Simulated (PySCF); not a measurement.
# La: dipole response in def2-QZVPPD with ECP46

Aim: the static polarisability and the C₆ coefficient of La, method by method.

Program: PySCF 2.14.0. Level of theory: unrestricted determinants in a Gaussian basis, no spin-orbit coupling in the energies. These are calculated values, not measurements, unless marked.

### 1 The atom as given

* Element: lanthanum (Z = 57)
* Basis: def2-QZVPPD with the def2 core potential (46 electrons)
* Hamiltonian: scalar relativity through the core potential
* State 1: La: [Xe] 5d1 6s2, 2D determinant
* Methods: HSE06

The outer shells:

La [Xe] 5d1 6s2
```
[Xe] core
5d [↑ ][  ][  ][  ][  ]
6s [↑↓]
```

One driver process ran all states and methods and kept the integrals in memory. Each run is shown as a PySCF script that sums up its settings (the driver passes frozen orbitals as a list and adds second-order terms of double hybrids); the logs are those of the runs themselves. The driver starts from symmetry-adapted Hartree-Fock orbitals, holds the occupation by maximum overlap and uses a logarithmic radial grid for functionals, so a plain start would take other cycles.

The integrals over 81 functions and the set-up took 1 s of CPU time.

### 2 La, at HSE06

**HSE06**

Input file input.py:

```python
from pyscf import gto, scf, dft, mp, cc
import basis_set_exchange as bse
txt = bse.get_basis("def2-QZVPPD", elements=["La"], fmt="nwchem", header=False)
cut = txt.index("\nECP")
mol = gto.M(atom="La 0 0 0", charge=0, spin=1, symmetry="D2h",
            basis=gto.basis.parse(txt[:cut]),
            ecp={"La": gto.basis.parse_ecp(txt[cut:])})
mf = dft.UKS(mol, xc="HSE06")
mf.irrep_nelec = {'Ag': (2, 2), 'B1g': (1, 0), 'B1u': (1, 1), 'B2u': (1, 1), 'B3u': (1, 1)}
mf.kernel()
```

Log:

```text
damping factor = 0
level_shift factor = 0
DIIS = <class 'pyscf.scf.diis.CDIIS'>
diis_start_cycle = 1
diis_space = 10
diis_damp = 0
SCF conv_tol = 1e-09
SCF conv_tol_grad = None
number electrons alpha = 6  beta = 5
XC functionals = HSE06
    J. Heyd, G. E. Scuseria, and M. Ernzerhof.,  J. Chem. Phys. 118, 8207 (2003)
    J. Heyd, G. E. Scuseria, and M. Ernzerhof.,  J. Chem. Phys. 124, 219906 (2006)
    A. V. Krukau, O. A. Vydrov, A. F. Izmaylov, and G. E. Scuseria.,  J. Chem. Phys. 125, 224106 (2006)
cycle= 1 E= -31.4667960767405  delta_E= -0.00775  |g|= 0.0312  |ddm|= 0.64
cycle= 2 E= -31.469253911805  delta_E= -0.00246  |g|= 0.0134  |ddm|= 0.18
cycle= 3 E= -31.4710207980281  delta_E= -0.00177  |g|= 0.0114  |ddm|= 0.131
cycle= 4 E= -31.4721068649015  delta_E= -0.00109  |g|= 0.0103  |ddm|= 0.0893
cycle= 5 E= -31.4734496366909  delta_E= -0.00134  |g|= 0.00532  |ddm|= 0.32
cycle= 6 E= -31.4735488582025  delta_E= -9.92e-05  |g|= 0.00226  |ddm|= 0.119
cycle= 7 E= -31.4736218354899  delta_E= -7.3e-05  |g|= 0.000172  |ddm|= 0.0481
cycle= 8 E= -31.473622032426  delta_E= -1.97e-07  |g|= 4.13e-05  |ddm|= 0.00355
cycle= 9 E= -31.4736220467951  delta_E= -1.44e-08  |g|= 1.44e-05  |ddm|= 0.000511
cycle= 10 E= -31.4736220484121  delta_E= -1.62e-09  |g|= 2.82e-06  |ddm|= 0.000265
cycle= 11 E= -31.4736220484788  delta_E= -6.66e-11  |g|= 8.88e-07  |ddm|= 6.6e-05
converged SCF energy = -31.4736220484788  <S^2> = 1.3855043  2S+1 = 2.5577367
```

It used 35 s of CPU time after the integrals (shared host).

The occupied shells:

```
shell  electrons  mean orbital energy (eV)  spread (eV)  rms radius (bohr)
 5s α          1                   -41.783            0               1.67
 5s β          1                   -41.512            0               1.67
 5p α          3                   -23.559        0.236               1.94
 5p β          3                   -23.166        0.572               1.94
 6s α          1                    -3.798            0               4.53
 5d α          1                    -3.689            0               3.35
 6s β          1                    -3.686            0               4.53
```

⟨S²⟩ = 1.386, ⟨L²⟩ = 8.51.

The driver then solved the coupled dipole response at imaginary frequencies: mean α = 198.9 bohr³ (xx, yy, zz: 193.4, 193.4, 210.0), C₆ = 3432 au for a like pair.

⟨L²⟩ = 8.51 against 6 for a pure D term, so this real determinant mixes terms. Energies and moments cover only the electrons outside the core potential. Spin-orbit coupling, absent here, splits the open shell strongly. ⟨S²⟩ = 1.39 against 0.75 shows spin contamination. The s, p, d and f populations moved away from the nominal configuration during the SCF.

Radial density 4πr²ρ of La at HSE06, the electrons outside the core potential:

```
r (bohr)   density  spin density
  0.0527  1.97e-05         0.000
  0.0887  4.93e-05         0.000
   0.149  0.000117         0.000
   0.251  0.000484         0.000
   0.422   0.00735         0.000
   0.710     0.302         0.002
    1.19      4.81         0.060
    2.01      4.80         0.295
    3.38      1.09         0.263
    5.68     0.304         0.062
    9.56    0.0115         0.002
    16.1  1.46e-05         0.000
```

### 3 Polarisabilities and C₆

La, in atomic units:

```
method  mean α  C₆ (like pair)  S(−4)
 HSE06   198.9            3432  19610
```

Reference α: 215 ± 20 bohr³ (recommended; Schwerdtfeger and Nagle, table of static dipole polarizabilities (2023 update)). Published C₆: 3730 (Gould and Bucko (2016)).

α(iu) at HSE06:

```
u (hartree)  α(iu) (bohr³)
          0          198.9
     0.0500          161.2
      0.100          107.7
      0.200          53.16
      0.300          32.72
      0.500          17.42
      0.750          10.43
       1.00          7.090
       1.50          3.905
       2.00          2.450
       3.00          1.203
       5.00         0.4616
```

### 4 Results

| quantity | value |
| --- | --- |
| α of La | 198.9 (HSE06) bohr³; reference 215.0 |

In words: For La HSE06 differs from the reference by -7 %. The basis is finite, and no extrapolation was made.
